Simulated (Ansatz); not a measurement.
# Cs: the cost of one run

Computed with Ansatz 0.2.0 (DFT PBE, scalar-relativistic, plane waves, PAW, unless a step's input says otherwise).

1 further run of the same task is left out (set aside as unsound or not needed). Runs told in other sessions of the task aren't counted.

**1. Starting point**

It takes space group P-3m1 (No. 164, trigonal). The conventional cell has a = 9.337 Å, b = 9.337 Å, c = 28.966 Å, α = 90.00°, β = 90.00°, γ = 120.00°.

Structure file:

```
Cs
1.0
     9.33666    0.00000    0.00000
    -4.66833    8.08579    0.00000
     0.00000    0.00000   28.96579
Cs
3
Cartesian
  0.0000 5.3905 8.0602
  4.6683 2.6953 7.9398
  -4.6683 8.0858 8.0000
```

It is the end of an earlier relaxation with the same method, from a generated guess; it is a trial structure. At a tolerance of 0.05 Å it has layer group p-3m1 (No. 72); it has 25.16 Å²/atom, an uncorrected energy of +0.19 eV/atom over the standard state.

It is a sheet, periodic along a and b, with vacuum along c; volumes and pressures of the box carry no meaning, and space groups named for it are those of the box.

**2. Bands, states and charges**

Contents of input.yaml:

```yaml
crystal:
  lattice:
    - [9.3366607625, 0.0, 0.0]
    - [-4.6683303812, 8.0857854068, 0.0]
    - [0.0, 0.0, 28.9657889728]
  atoms:
    - { symbol: Cs, position: [0.3333333333, 0.6666666667, 0.2782678744] }
    - { symbol: Cs, position: [0.6666666667, 0.3333333333, 0.2741078961] }
    - { symbol: Cs, position: [0.0, 1.0, 0.2761878852] }
  periodic: [true, true, false]
basis:
  ecutwfc: 420
kpoints:
  mp_grid: { grid: [6, 6, 1] }
  band_path:
    path:
      - [0.0, 0.0, 0.0]
      - [0.5, 0.0, 0.0]
      - [0.33333333, 0.33333333, 0.0]
      - [0.0, 0.0, 0.0]
    npoints: 14
hamiltonian:
  xc: pbe
scf:
  occupations: { method: gaussian, width: 0.1 }
  n_extra_bands: 7
output:
  forces: true
  stress: true
  eigenvalues: true
  populations: true
  dos: { projected: true, de: 0.02, nscf_kmesh: { grid: [8, 8, 1] } }
  bader: true
  write_density: true
  write_potential: true
  elf: true
  volumetric_format: npy
```

Command:

```bash
ansatz run input.yaml --threads 1 --pin off --max-ram 2560MiB --backend cpu --events-out ev --progress --plain --runs-dir out
```

Q: Estimate wall time and peak memory on 1 thread of Intel Xeon at 2.50GHz (Skylake/Cascade Lake), shared host.

About 6.2 min, with a peak of 1.9 GiB.
